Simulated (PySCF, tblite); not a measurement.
# C₁₂H₁₀O₂: excited states

Aim: compute the excited states of C₁₂H₁₀O₂ (`COc1cc(C=O)c2cccccc1-2`).

Computed with tblite 0.8.0 and PySCF 2.14.0 and routines of our own; the level stands in each step. Atoms count from 0.

### 1 The system as given

24 atoms, charge 0, multiplicity 1; geometry from: force field or distance geometry start.

### 2 Geometry optimisation with GFN2-xTB

What the job is given:

```
{"job": {"kind": "relax", "xc": "GFN2-xTB", "basis": "xTB"}, "charge": 0, "multiplicity": 1}
C      3.747100     0.043500    -0.645900
O      2.556600    -0.620300    -0.276100
C      1.360500     0.053900    -0.151900
C      1.098000     1.403700    -0.383100
C     -0.256600     1.658700    -0.141600
C     -0.833000     2.984500    -0.305300
O     -2.032400     3.276600    -0.122700
C     -0.835000     0.472200     0.217900
C     -2.170400     0.352200     0.514100
C     -2.950500    -0.782300     0.428700
C     -2.485100    -2.099000     0.329700
C     -1.187000    -2.587900     0.514600
C      0.020600    -1.913300     0.527600
C      0.188300    -0.579400     0.211600
H      3.487200     0.694400    -1.522400
H      4.071500     0.758000     0.154800
H      4.544300    -0.686300    -0.906800
H      1.872600     2.081200    -0.674200
H     -0.174800     3.795400    -0.591800
H     -2.608400     1.280900     0.852300
H     -4.020100    -0.622400     0.432000
H     -3.235200    -2.844900     0.085000
H     -1.089000    -3.642300     0.688900
H      0.918900    -2.457300     0.771900
```

Run with:

```bash
$ OMP_NUM_THREADS=1 python excited_run.py task.json out
```

One launch serves the whole session: the jobs run in the order shown.

Output:

```text
step      E/eV     max force
  0   -1056.65731    2.673
  1   -1056.84004    2.556
  2   -1056.93668    0.785
  3   -1057.00240    0.667
  4   -1057.03953    0.637
  5   -1057.05774    0.317
  6   -1057.07519    0.405
  7   -1057.09085    0.355
  8   -1057.10447    0.267
  9   -1057.11554    0.222
 10   -1057.12680    0.335
 11   -1057.14028    0.336
 12   -1057.15767    0.352
 13   -1057.17711    0.353
 14   -1057.19596    0.285
 15   -1057.21321    0.302
 16   -1057.22692    0.296
 17   -1057.23684    0.211
 18   -1057.24468    0.196
 19   -1057.25134    0.165
 20   -1057.25786    0.194
 21   -1057.26394    0.195
 22   -1057.26887    0.144
 23   -1057.27323    0.127
 24   -1057.27808    0.148
 25   -1057.28340    0.183
 26   -1057.28814    0.138
 27   -1057.29151    0.107
 28   -1057.29405    0.120
 29   -1057.29649    0.127
 30   -1057.29888    0.095
 31   -1057.30077    0.100
 32   -1057.30213    0.071
 33   -1057.30310    0.081
 34   -1057.30381    0.059
 35   -1057.30436    0.055
 36   -1057.30483    0.050
 37   -1057.30526    0.054
 38   -1057.30565    0.047
 39   -1057.30605    0.038
 40   -1057.30652    0.057
 41   -1057.30706    0.067
 42   -1057.30760    0.054
 43   -1057.30805    0.038
 44   -1057.30842    0.049
 45   -1057.30877    0.057
 46   -1057.30910    0.043
 47   -1057.30939    0.040
 48   -1057.30968    0.039
 49   -1057.31002    0.050
 50   -1057.31040    0.055
 51   -1057.31073    0.035
 52   -1057.31096    0.035
 53   -1057.31113    0.028
 54   -1057.31130    0.031
 55   -1057.31147    0.028
 56   -1057.31163    0.032
 57   -1057.31177    0.028
 58   -1057.31190    0.025
 59   -1057.31201    0.018
 60   -1057.31210    0.023
 61   -1057.31220    0.026
 62   -1057.31234    0.028
 63   -1057.31252    0.033
 64   -1057.31272    0.029
 65   -1057.31288    0.024
 66   -1057.31300    0.025
 67   -1057.31310    0.023
 68   -1057.31320    0.021
 69   -1057.31329    0.022
 70   -1057.31335    0.015
 71   -1057.31342    0.017
 72   -1057.31348    0.015
 73   -1057.31354    0.017
 74   -1057.31359    0.018
 75   -1057.31364    0.017
 76   -1057.31370    0.017
 77   -1057.31377    0.016
 78   -1057.31383    0.019
 79   -1057.31389    0.017
 80   -1057.31393    0.014
 81   -1057.31399    0.015
 82   -1057.31405    0.016
 83   -1057.31413    0.019
 84   -1057.31419    0.019
 85   -1057.31424    0.018
 86   -1057.31428    0.014
 87   -1057.31431    0.010
 88   -1057.31432    0.009
```

Run time: 1 s. Hardware: 1 thread of Arm Neoverse V1, shared host; peak memory 0.18 GiB.

Step by step: (not every step is listed)

```tsv
step	energy from step 0 (eV)	largest force (eV/Å)
0	0.0000	2.6733
1	-0.1827	2.5565
2	-0.2794	0.7852
3	-0.3451	0.6670
4	-0.3822	0.6365
5	-0.4004	0.3171
6	-0.4179	0.4049
7	-0.4335	0.3554
8	-0.4472	0.2672
15	-0.5559	0.3020
22	-0.6116	0.1445
29	-0.6392	0.1270
36	-0.6475	0.0497
43	-0.6507	0.0382
50	-0.6531	0.0550
57	-0.6545	0.0281
64	-0.6554	0.0288
71	-0.6561	0.0171
78	-0.6565	0.0194
83	-0.6568	0.0191
84	-0.6569	0.0189
85	-0.6569	0.0178
86	-0.6570	0.0141
87	-0.6570	0.0105
88	-0.6570	0.0088
```

Distances of close pairs at the start and the end, largest changes first:

```tsv
bond	before (Å)	after (Å)	change (Å)
C4–C7	1.368	1.413	+0.045
C2–C13	1.381	1.418	+0.037
C5–O6	1.248	1.215	-0.033
C0–H14	1.122	1.095	-0.028
C5–H18	1.083	1.110	+0.027
C0–H15	1.121	1.095	-0.026
C0–H16	1.112	1.088	-0.023
O1–C2	1.379	1.359	-0.020
```

The final coordinates are the input of the step that follows.

### 3 Harmonic vibrations with GFN2-xTB

What the job is given:

```
{"job": {"kind": "ir", "xc": "GFN2-xTB", "basis": "xTB"}, "charge": 0, "multiplicity": 1}
C      3.704105     0.095331    -0.574363
O      2.537348    -0.645409    -0.307064
C      1.383110     0.065304    -0.213948
C      1.173269     1.425859    -0.337713
C     -0.202883     1.706700    -0.164517
C     -0.769876     3.025469    -0.220921
O     -1.937942     3.326669    -0.074838
C     -0.877539     0.487639     0.071836
C     -2.235784     0.342564     0.280712
C     -2.947901    -0.826662     0.517999
C     -2.481484    -2.131117     0.613276
C     -1.189797    -2.627259     0.496176
C     -0.016521    -1.929806     0.240927
C      0.143646    -0.573324     0.046553
H      3.632959     0.613627    -1.535995
H      3.899812     0.827043     0.216002
H      4.517892    -0.626658    -0.610487
H      1.919395     2.174829    -0.532491
H     -0.014018     3.814083    -0.419381
H     -2.804092     1.264401     0.251538
H     -4.015594    -0.703375     0.650426
H     -3.242702    -2.877368     0.811165
H     -1.083823    -3.698073     0.617220
H      0.896684    -2.510703     0.185443
```

Output:

```text
mode    cm-1     km/mol
  1      71.5      3.10
  2      79.3      0.24
  3     120.1     13.85
  4     146.2      0.30
  5     157.3      1.37
  6     162.1      5.25
  7     197.8      3.54
  8     225.4      3.05
  9     295.2      0.56
 10     296.6      3.21
 11     308.7      3.32
 12     379.7      0.59
 13     419.8      0.13
 14     451.0      3.09
 15     482.8      2.22
 16     511.2      6.37
 17     535.3      7.90
 18     586.4      2.88
 19     652.4     38.61
 20     691.2      1.70
 21     724.0     35.32
 22     731.3     23.92
 23     738.1     23.09
 24     816.2     21.70
 25     849.3      2.62
 26     851.3      0.12
 27     912.6      2.34
 28     927.9      1.47
 29     936.5      1.63
 30     938.5      2.54
 31     946.9     16.71
 32     995.4      2.48
 33    1044.6     21.60
 34    1085.4     11.98
 35    1109.9    134.12
 36    1125.3      2.36
 37    1145.6     74.78
 38    1160.6     10.94
 39    1194.5     17.46
 40    1242.9     13.68
 41    1284.5      6.37
 42    1296.0      8.67
 43    1363.0     50.79
 44    1372.9     29.24
 45    1394.8     65.96
 46    1401.5     17.70
 47    1415.3    179.87
 48    1438.6     91.47
 49    1452.5    129.14
 50    1467.2      5.95
 51    1482.5     11.99
 52    1527.4     60.86
 53    1538.7    236.48
 54    1581.0     81.31
 55    1586.0     10.96
 56    1696.8    589.94
 57    2731.8    179.96
 58    2932.5     39.61
 59    2947.8     38.81
 60    3030.6     17.21
 61    3041.1      8.82
 62    3051.8      4.92
 63    3057.2     29.73
 64    3063.9     18.24
 65    3067.4     21.60
 66    3137.1     25.49
```

Wall time 1.6 s (1 thread of Arm Neoverse V1, shared host); peak memory 0.18 GiB.

The strongest bands and the atoms that carry them (share of the mass-weighted mode):

```tsv
cm⁻¹	km/mol	atoms
1110	134.1	O1 32 %, C0 16 %, C13 13 %
1415	179.9	C2 21 %, C4 19 %, C13 12 %, C7 12 %
1439	91.5	C4 31 %, H18 20 %
1452	129.1	C4 27 %
1539	236.5	C2 33 %, C3 22 %, C11 18 %
1581	81.3	C12 30 %, C13 26 %, C8 11 %, C9 11 %
1697	589.9	C5 61 %, O6 35 %
2732	180.0	H18 94 %
```

### 4 Excited states: TDA LC-wPBE/def2-SVP

Settings changed since step 3:

```diff
@@ -1,2 +1,2 @@
-{"job": {"kind": "ir", "xc": "GFN2-xTB", "basis": "xTB"}, "charge": 0, "multiplicity": 1}
+{"job": {"kind": "states", "xc": "LC-wPBE", "basis": "def2-SVP", "tda": true, "soc": true, "nstates": 5, "ntriplets": 4, "nquad": 4}, "charge": 0, "multiplicity": 1}
 C      3.704105     0.095331    -0.574363
```

With the program's defaults for keys left out, this is: TDA LC-wPBE/def2-SVP excited states, vertical, gas phase, spin-orbit mean-field couplings.

Output:

```text
coarse grid: 21408 points
cycle   1  E = -612.4571156546  dE =  3.740e+00  |g| = 9.758e-01  |ddm| = 6.197e+00
cycle   2  E = -612.3543826288  dE =  1.027e-01  |g| = 1.322e+00  |ddm| = 3.141e+00
cycle   3  E = -612.6777509466  dE = -3.234e-01  |g| = 1.153e-01  |ddm| = 2.013e+00
cycle   4  E = -612.6806172634  dE = -2.866e-03  |g| = 7.809e-02  |ddm| = 2.462e-01
cycle   5  E = -612.6821298726  dE = -1.513e-03  |g| = 1.455e-02  |ddm| = 1.164e-01
cycle   6  E = -612.6822545232  dE = -1.247e-04  |g| = 6.074e-03  |ddm| = 4.306e-02
cycle   7  E = -612.6822881703  dE = -3.365e-05  |g| = 3.321e-03  |ddm| = 2.250e-02
cycle   8  E = -612.6822996503  dE = -1.148e-05  |g| = 1.125e-03  |ddm| = 1.465e-02
cycle   9  E = -612.6823018034  dE = -2.153e-06  |g| = 6.949e-04  |ddm| = 5.599e-03
final grid: 210632 points
cycle  10  E = -612.8037801687  dE = -4.658e-05  |g| = 5.289e-03  |ddm| = 4.910e-02
cycle  11  E = -612.8037818558  dE = -1.687e-06  |g| = 5.308e-03  |ddm| = 1.267e-02
cycle  12  E = -612.8037871307  dE = -5.275e-06  |g| = 7.854e-04  |ddm| = 5.697e-03
cycle  13  E = -612.8037873825  dE = -2.518e-07  |g| = 3.729e-04  |ddm| = 1.256e-03
cycle  14  E = -612.8037874550  dE = -7.248e-08  |g| = 2.043e-04  |ddm| = 1.014e-03
cycle  15  E = -612.8037875055  dE = -5.051e-08  |g| = 1.156e-04  |ddm| = 5.176e-04
cycle  16  E = -612.8037875620  dE = -5.645e-08  |g| = 5.757e-05  |ddm| = 9.589e-04
cycle  17  E = -612.8037875731  dE = -1.115e-08  |g| = 2.622e-05  |ddm| = 4.432e-04
cycle  18  E = -612.8037875707  dE =  2.438e-09  |g| = 1.717e-05  |ddm| = 1.853e-04
cycle  19  E = -612.8037875754  dE = -4.769e-09  |g| = 8.191e-06  |ddm| = 6.216e-05
cycle  20  E = -612.8037875756  dE = -1.839e-10  |g| = 3.210e-06  |ddm| = 6.096e-05
converged SCF energy = -612.8037875756

Singlet excitations
state   eV       nm        f     d(h-e)  d(exc)  Lambda  PR(NTO)  |dmu|/D   mu/D   main configurations
  1   2.3977   517.1   0.01594   1.175   3.416   0.580   1.116    3.241    4.390   H->L 0.90
  2   3.7490   330.7   0.19005   1.008   3.550   0.778   1.509    2.704    5.298   H->L+1 0.77, H-1->L 0.18
  3   3.9341   315.2   0.00019   1.204   2.874   0.372   1.011    3.446    1.893   H-2->L+1 0.63, H-2->L+2 0.29
  4   5.0360   246.2   0.12703   0.774   3.385   0.713   1.577    1.885    5.037   H-1->L+1 0.64, H-1->L 0.12, H-3->L 0.11
  5   5.2481   236.2   1.00592   0.648   3.307   0.753   1.915                     H-1->L 0.51, H->L+1 0.13, H-1->L+1 0.11

Triplet excitations (Tamm-Dancoff)
state   eV     d(h-e)  d(exc)  Lambda  PR(NTO)   main configurations
  1   1.8483   0.895   3.403   0.574   1.022   H->L 0.95
  2   2.0380   0.691   3.324   0.769   1.239   H->L+1 0.84
  3   2.9216   0.627   3.172   0.800   1.267   H-1->L 0.83, H->L+1 0.08
  4   3.3729   1.064   2.722   0.377   1.009   H-2->L+1 0.58, H-2->L+2 0.34
S1 - T1 = 0.5494 eV

Spin-orbit couplings |<S|Hso|T>| (cm-1)
             T1       T2       T3       T4
S0        0.066    0.063    0.040   49.324
S1        0.011    0.024    0.032    0.080
S2        0.026    0.010    0.015   10.774
S3        4.907   12.347    3.915    0.145
S4        0.022    0.014    0.032    2.497
S5        1.082    0.290    0.335   11.957
T1 sublevels (cm-1): 0.000 0.000 0.000   radiative rates (1/s): 0.00174 0.000487 0.0804
```

Wall time 3.1 min (1 thread of Arm Neoverse V1, shared host); peak memory 1.3 GiB.

In short:

```tsv
quantity	value
S1 less T1	0.55 eV
```

Orbitals, density, ELF and potential are computed afterwards from the orbital file.

Frontier orbitals at LC-wPBE/def2-SVP, with the share of their density that lies nearest to each atom:

```tsv
orbital	energy (eV)	lies on
HOMO	-7.65	C2, C4 about 17 % each; O1 11 %; 4 C atoms about 8 % each
LUMO	-0.49	C8, C10 about 18 % each; C12, C13 about 12 % each; C3 10 %
```

ELF in a plane through or near 22 of the atoms.

Ten even steps from '0' (0.00) to '9' (1.00):
```
0000000000000000000000000000
0000000000000000000000000000
0000000000000166300000000000
0000000008991289740000000000
0000000019998453961000000000
0000000003892966600410000000
0000000661018940089940000000
0000004999572563389801660000
0000000898536661924759997000
0000000015881284547369993000
0000136303258447102774100000
0000131176847468214167882000
0002999474840337842859998000
0007999218822995721516994000
0001999001107996189960000000
0000011000005981089980000000
0000000000000000026510000000
0000000000000000000000000000
0000000000000000000000000000
0000000000000000000000000000
```
The map spans 13.4 Å across and 12.8 Å up, centred on the molecule. Atoms in the plane (x, y in Å): C0 (-3.6, -1.2), O1 (-2.2, -1.5), C2 (-1.3, -0.4), C3 (-1.6, 0.9), C4 (-0.4, 1.7), C5 (-0.3, 3.1), O6 (0.7, 3.8), C7 (0.7, 0.8), C8 (2.0, 1.1), C9 (3.1, 0.2), C10 (3.1, -1.2), C11 (2.1, -2.1), C12 (0.7, -1.8), C13 (0.1, -0.6), H16 (-4.1, -2.1), H17 (-2.6, 1.4), H18 (-1.3, 3.6), H19 (2.2, 2.2), H20 (4.1, 0.7), H21 (4.1, -1.6), H22 (2.4, -3.1), H23 (0.0, -2.7).

On the surface of density 0.002 e/bohr³ the electrostatic potential runs, from the 1st to the 99th percentile, from -1.82 V near O6 to 1.09 V near H21.

### 5 Outcome

| quantity | value |
| --- | --- |
| strongest single infrared mode (GFN2-xTB) | 1697 cm⁻¹, 590 km/mol |
| zero-point energy (GFN2-xTB) | 113.8 kcal/mol |
| S1 less T1 (step 4, TDA LC-wPBE/def2-SVP) | 0.55 eV |
| potential on the surface of density 0.002 e/bohr³, 1st and 99th percentile | -1.82 V and 1.09 V |

**Reading.** All 66 modes are real, so the xTB geometry is a minimum. The strongest single mode, at 1697 cm⁻¹, moves mainly C5 and O6. Unscaled tight-binding wavenumbers are off by several per cent, some by more. Its intensities can rank the bands wrongly. In step 4, the number of triplets below S1 is 2, and the largest singlet-triplet spin-orbit coupling is S0–T4, 49.32 cm⁻¹. By nearest atom (LC-wPBE/def2-SVP), the HOMO sits on C2, C4 about 17 % each; O1 11 % and the LUMO on C8, C10 about 18 % each; C12, C13 about 12 % each.
